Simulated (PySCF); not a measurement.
# Ce(OH)3: forces at shaken geometries

How stiff is Ce(OH)3? Its atoms are displaced at random by several amounts. The species was built from a template and needn't be a known compound.

The runs use PySCF 2.14.0; TPSS, Ce lcecp-1-SVP with ECP47, O def2-SVP, H def2-SVP; scalar-relativistic core potentials, no spin–orbit coupling.

4 further runs of the same task are left out: 2 for a known fault of the program, 1 that didn't finish, 1 set aside as unsound or not needed.

## Step 1: Starting geometry

7 atoms, charge 0, spin multiplicity 1.

Bond lengths: Ce1–O2 2.161 Å, Ce1–O4 2.161 Å, Ce1–O6 2.161 Å, O2–H3 0.967 Å, O4–H5 0.967 Å, O6–H7 0.967 Å. Angles: O2–Ce1–O4 116.2°, O2–Ce1–O6 116.2°, O4–Ce1–O6 116.2°, Ce1–O2–H3 171.3°, Ce1–O4–H5 171.3°, Ce1–O6–H7 171.3°.

Geometry (Å):

```mol
CeH3O3
  3D, bonds by distance, orders not assigned

  7  6  0  0  0  0  0  0  0  0999 V2000
   -0.0000   -0.0000   -0.3659 Ce  0  0
    2.1175   -0.0000    0.0631 O   0  0
    3.0258   -0.0000    0.3960 H   0  0
   -1.0587    1.8338    0.0631 O   0  0
   -1.5129    2.6205    0.3960 H   0  0
   -1.0588   -1.8338    0.0631 O   0  0
   -1.5130   -2.6204    0.3960 H   0  0
  1  2  8  0
  1  4  8  0
  1  6  8  0
  2  3  8  0
  4  5  8  0
  6  7  8  0
M  END
```

Formal oxidation states: Ce +3. Each metal's 1 4f electrons lie in its core potential, so multiplicities, spins and levels count the valence alone. An earlier session relaxed this geometry at TPSS, Ce lcecp-1-SVP with ECP47, O def2-SVP, H def2-SVP (singlet, point group C3v).

Its energy there is -259.741241 Eh.

## Step 2: Atoms moved at random, σ = 0.03 Å

run.py (the lines that set the calculation) reads:

```python
mol = gto.M(atom='''
Ce     0.00394     0.00106    -0.39394
O      2.07123    -0.01046     0.11393
H      3.04427     0.02570     0.33182
O     -1.10197     1.81365     0.08821
H     -1.49390     2.62872     0.40611
O     -1.02866    -1.82098     0.06151
H     -1.49491    -2.63770     0.40355''',
    basis={'Ce': 'lcecp-1-SVP', 'O': 'def2-SVP', 'H': 'def2-SVP'},
    ecp={'Ce': 'lcecp-1-SVP'},
    charge=0, spin=0)
mf = dft.RKS(mol, xc='TPSS')
mf.grids.atom_grid = (50, 194)  # f atoms: unpruned, at least (60, 302)
mf = mf.density_fit()  # fitting sets: Ce AutoAux, O def2-universal-JKFIT, H def2-universal-JKFIT
mf.conv_tol = 1e-08; mf.max_cycle = 55
mf.kernel(dm0)  # dm0: the density of the relaxed state
```

Launch:

```console
OMP_NUM_THREADS=2 python run.py
```

## Step 3: Atoms moved at random, σ = 0.1 Å

run.py (the lines that set the calculation) reads:

```python
mol = gto.M(atom='''
Ce    -0.06433     0.00754    -0.23950
O      2.19732     0.00296    -0.02045
H      3.01020     0.01719     0.41032
O     -1.03677     1.88106     0.06985
H     -1.42896     2.66916     0.30877
O     -1.08552    -1.79025    -0.02359
H     -1.59194    -2.78766     0.50579''',
    basis={'Ce': 'lcecp-1-SVP', 'O': 'def2-SVP', 'H': 'def2-SVP'},
    ecp={'Ce': 'lcecp-1-SVP'},
    charge=0, spin=0)
mf = dft.RKS(mol, xc='TPSS')
mf.grids.atom_grid = (50, 194)  # f atoms: unpruned, at least (60, 302)
mf = mf.density_fit()  # fitting sets: Ce AutoAux, O def2-universal-JKFIT, H def2-universal-JKFIT
mf.conv_tol = 1e-08; mf.max_cycle = 55
mf.kernel(dm0)  # dm0: the density of the relaxed state
```

## Step 4: Atoms moved at random, σ = 0.15 Å

run.py (the lines that set the calculation) reads:

```python
mol = gto.M(atom='''
Ce    -0.12419     0.09619    -0.38718
O      1.85124    -0.01390    -0.13354
H      3.11843    -0.15859     0.55874
O     -0.88574     2.14476    -0.04973
H     -1.46249     2.41194     0.54035
O     -1.25103    -1.94822     0.07224
H     -1.24622    -2.53219     0.41032''',
    basis={'Ce': 'lcecp-1-SVP', 'O': 'def2-SVP', 'H': 'def2-SVP'},
    ecp={'Ce': 'lcecp-1-SVP'},
    charge=0, spin=0)
mf = dft.RKS(mol, xc='TPSS')
mf.grids.atom_grid = (50, 194)  # f atoms: unpruned, at least (60, 302)
mf = mf.density_fit()  # fitting sets: Ce AutoAux, O def2-universal-JKFIT, H def2-universal-JKFIT
mf.conv_tol = 1e-08; mf.max_cycle = 55
mf.kernel(dm0)  # dm0: the density of the relaxed state
```

Before running it: what results should come out? Wanted: for each run, σ; energy rise; harmonic estimate −½ F·u; largest force component.

The runs gave:

| σ (Å) | energy rise (eV) | harmonic estimate −½ F·u (eV) | largest force component (eV/Å) |
| --- | --- | --- | --- |
| 0.03 | 0.078 | 0.081 | 1.91 |
| 0.1 | 1.400 | 1.122 | 5.87 |
| 0.15 | 8.139 | 5.751 | 42.64 |

Every displacement raises the energy. For a harmonic well the rise equals −½ F·u; the two differ by at most 29 % here (a move with σ = 0.15 Å), from anharmonicity, the grid and the small forces left at the relaxed point. The bases are small and lack diffuse functions. Spin–orbit coupling is left out.
